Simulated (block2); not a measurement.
# SnH2F (SMILES [F][SnH2]): DMRG/STO-6G, part 1 of 2

What is the vertical doublet–quartet gap of SnH2F at DMRG/STO-6G? The job is set up through a Python script.

The calculation is run with block2 0.5.4.

2 further runs of the same task are left out: 1 that didn't finish, 1 set aside as unsound or not needed.

## Step 1: The structure to begin with

SnH2F: 4 atoms, total charge 0, spin state doublet. As SMILES, `[F][SnH2]`. The shape is that of a PBE0-D4/def2-TZVP optimisation.

Bond lengths: F1–Sn2 1.932 Å, Sn2–H3 1.726 Å, Sn2–H4 1.726 Å. Angles: F1–Sn2–H3 103.3°, F1–Sn2–H4 103.3°, H3–Sn2–H4 113.3°.

## Step 2: A single-point energy at DMRG/STO-6G

File run_dmrg.py:

```python
import numpy as np
from pyscf import cc, dft, gto, mcscf, mp, scf
from pyblock2._pyscf.ao2mo import integrals as itg
from pyblock2.driver.core import DMRGDriver, SymmetryTypes

mol = gto.M(atom="""
F     -1.552600    -0.190000     0.640700
Sn     0.028300    -0.242200    -0.468300
H      1.184100    -1.054400     0.524100
H      0.395700     1.426200    -0.716700
""", basis="sto-6g", charge=0, spin=1, verbose=3, max_memory=2000)
print("basis functions: %d" % (mol.nao))
mf = scf.ROHF(mol)
mf.conv_tol = 1e-10
mf.max_cycle = 200
mf.kernel()
if not mf.converged:
    mf = mf.newton().run(mf.mo_coeff, mf.mo_occ)
print("SCF energy: %.10f" % (mf.e_tot))
ref = scf.UHF(mol).run(mf.make_rdm1(), conv_tol=1e-10)
pt = mp.MP2(ref, frozen=19).run()
mycc = cc.CCSD(ref, frozen=19)
mycc.max_cycle = 150
mycc.kernel()
print("MP2 total energy: %.10f" % (pt.e_tot))
if mycc.converged:
    print(f"E(CCSD): {mycc.e_tot:.10f}")
    print("E(CCSD(T)): %.10f" % (mycc.e_tot + mycc.ccsd_t()))
ks = dft.UKS(mol, xc="m062x").set(conv_tol=1e-9, verbose=3).run(mf.make_rdm1())
if ks.converged:
    print("E(M06-2X): %.8f" % (ks.e_tot))
ks = dft.UKS(mol, xc="m06l").set(conv_tol=1e-9, verbose=3).run(mf.make_rdm1())
if ks.converged:
    print("E(M06-L): %.8f" % (ks.e_tot))
ks = dft.UKS(mol, xc="pbe").set(conv_tol=1e-9, verbose=3).run(mf.make_rdm1())
if ks.converged:
    print(f"E(PBE): {ks.e_tot:.8f}")
ks = dft.UKS(mol, xc="revpbe").set(conv_tol=1e-9, verbose=3).run(mf.make_rdm1())
if ks.converged:
    print("E(revPBE): %.8f" % (ks.e_tot))
occ_no, mo = mcscf.addons.make_natural_orbitals(mp.MP2(mf.to_uhf(), frozen=19).run())
mf.mo_coeff = mo
ncas, n_elec, spin, ecore, h1e, g2e, orb_sym = itg.get_rhf_integrals(mf, ncore=19, ncas=15, pg_symm=False, g2e_symm=1)
drv = DMRGDriver(scratch="./tmp", symm_type=SymmetryTypes.SU2, stack_mem=1500 << 20, n_threads=1)
idx = drv.orbital_reordering(h1e, g2e, method="gaopt")
print("orbital order:", idx.tolist())
h1e = h1e[np.ix_(idx, idx)]
g2e = g2e[np.ix_(idx, idx, idx, idx)]
orb_sym = np.array(orb_sym)[idx]
drv.initialize_system(n_sites=ncas, n_elec=n_elec, spin=spin, orb_sym=orb_sym)
mpo = drv.get_qc_mpo(h1e=h1e, g2e=g2e, ecore=ecore, iprint=0)
occs = np.array([1.7] * 11 + [1.0] * 1 + [0.3] * 3)[idx]
mps = drv.get_random_mps(tag="GS", bond_dim=225, nroots=1, occs=occs)
bond_dims = [225] * 2 + [300] * 4
noises = [0.0001] * 2 + [1e-05] * 4 + [0]
thrds = [1e-07] * 6
e = drv.dmrg(mpo, mps, n_sweeps=12, tol=1e-06, bond_dims=bond_dims, noises=noises, thrds=thrds, iprint=1)
ms, dws, es = drv.get_dmrg_results()
print("DW: %.3e" % (dws[-1]))
print(f"total energy: {e:.10f}")
dm1 = drv.get_1pdm(mps)
print("natural occupations:", np.round(np.linalg.eigvalsh(dm1)[::-1], 5).tolist())
c_act = mf.mo_coeff[:, 19:34][:, idx]
dm_ao = c_act @ dm1 @ c_act.T + 2 * mf.mo_coeff[:, :19] @ mf.mo_coeff[:, :19].T
print("dipole / D:", np.round(scf.hf.dip_moment(mol, dm_ao, verbose=0), 4).tolist())
print("max block entropy: %.4f" % (max(drv.get_bipartite_entanglement(mps))))
csf, coef = drv.get_csf_coefficients(mps, cutoff=0.08, iprint=1)
print("leading coefficient squared: %.4f" % (np.max(np.abs(coef)) ** 2))
ci = mcscf.CASCI(mf, 15, (12, 11))
ci.fix_spin_(ss=0.75)
ci.fcisolver.conv_tol = 1e-10
ci.fcisolver.max_cycle = 200
ci.kernel()
print("E(FCI): %.10f" % (ci.e_tot))
```

The run is started by

```
$ python run_dmrg.py
```

Log:

```text
basis functions: 34
converged SCF energy = -6094.42236486983
SCF energy: -6094.4223648698
converged SCF energy = -6094.42283852725  <S^2> = 0.75396337  2S+1 = 2.0039595
E(UMP2) = -6094.4685480178  E_corr = -0.0457094905421285
E(SCS-UMP2) = -6094.4743927186  E_corr = -0.0515541913513186
E(UCCSD) = -6094.489017153257  E_corr = -0.06617862600351461
MP2 total energy: -6094.4685480178
E(CCSD): -6094.4890171533
UCCSD(T) correction = -0.00254632544049801
E(CCSD(T)): -6094.4915634787
converged SCF energy = -6097.15625004442  <S^2> = 0.75270188  2S+1 = 2.0027001
E(M06-2X): -6097.15625004
converged SCF energy = -6097.25990956823  <S^2> = 0.75080338  2S+1 = 2.0008032
E(M06-L): -6097.25990957
converged SCF energy = -6096.29290023123  <S^2> = 0.75044574  2S+1 = 2.0004457
E(PBE): -6096.29290023
converged SCF energy = -6096.63619162427  <S^2> = 0.7505731  2S+1 = 2.000573
E(revPBE): -6096.63619162
E(UMP2) = -6094.46800870502  E_corr = -0.0456438351936995
E(SCS-UMP2) = -6094.47373778938  E_corr = -0.0513729195511584
orbital order: [7, 5, 6, 10, 12, 11, 8, 9, 14, 13, 3, 4, 2, 0, 1]

Sweep =    0 | Direction =  forward | Bond dimension =  225 | Noise =  1.00e-04 | Dav threshold =  1.00e-07
Time elapsed =     45.824 | E =   -6094.4915846667 | DW = 9.34199e-09

Sweep =    1 | Direction = backward | Bond dimension =  225 | Noise =  1.00e-04 | Dav threshold =  1.00e-07
Time elapsed =     65.033 | E =   -6094.4924850616 | DE = -9.00e-04 | DW = 4.16359e-08

Sweep =    2 | Direction =  forward | Bond dimension =  300 | Noise =  1.00e-05 | Dav threshold =  1.00e-07
Time elapsed =     84.804 | E =   -6094.4924876322 | DE = -2.57e-06 | DW = 4.37254e-09

Sweep =    3 | Direction = backward | Bond dimension =  300 | Noise =  1.00e-05 | Dav threshold =  1.00e-07
Time elapsed =    106.173 | E =   -6094.4924876228 | DE = 9.36e-09 | DW = 1.58062e-09

Sweep =    4 | Direction =  forward | Bond dimension =  300 | Noise =  1.00e-05 | Dav threshold =  1.00e-07
Time elapsed =    128.966 | E =   -6094.4924876471 | DE = -2.43e-08 | DW = 1.58936e-09

Sweep =    5 | Direction = backward | Bond dimension =  300 | Noise =  1.00e-05 | Dav threshold =  1.00e-07
Time elapsed =    151.061 | E =   -6094.4924876438 | DE = 3.27e-09 | DW = 1.04235e-09

Sweep =    6 | Direction =  forward | Bond dimension =  300 | Noise =  0.00e+00 | Dav threshold =  1.00e-07
Time elapsed =    170.189 | E =   -6094.4924876416 | DE = 2.24e-09 | DW = 2.30149e-17

DW: 2.301e-17
total energy: -6094.4924876416
natural occupations: [1.99995, 1.99995, 1.99993, 1.99981, 1.9998, 1.99959, 1.99549, 1.98687, 1.97644, 1.96328, 1.94633, 1.01057, 0.0537, 0.03643, 0.03187]
dipole / D: [0.5256, -0.4665, -1.2669]
max block entropy: 0.2899
mps center changed (temporarily)
DTRIE T =      0.004
Number of CSF =          3 (cutoff =      0.08)
Sum of weights of included CSF =    0.943885072739111

CSF          0 22220-220022222  =    0.961313970916605
CSF          1 22202-220022222  =   -0.113699591605802
CSF          2 22220-+-+-22222  =   -0.082661508142141
leading coefficient squared: 0.9241
CASCI E = -6094.49248767712  E(CI) = -131.863382016706  S^2 = 0.7500000
E(FCI): -6094.4924876771
```

Wall time 4.6 min (1 thread of Arm Neoverse N1, shared host); peak memory 0.85 GiB.

(Continued in part 2 of 2.)
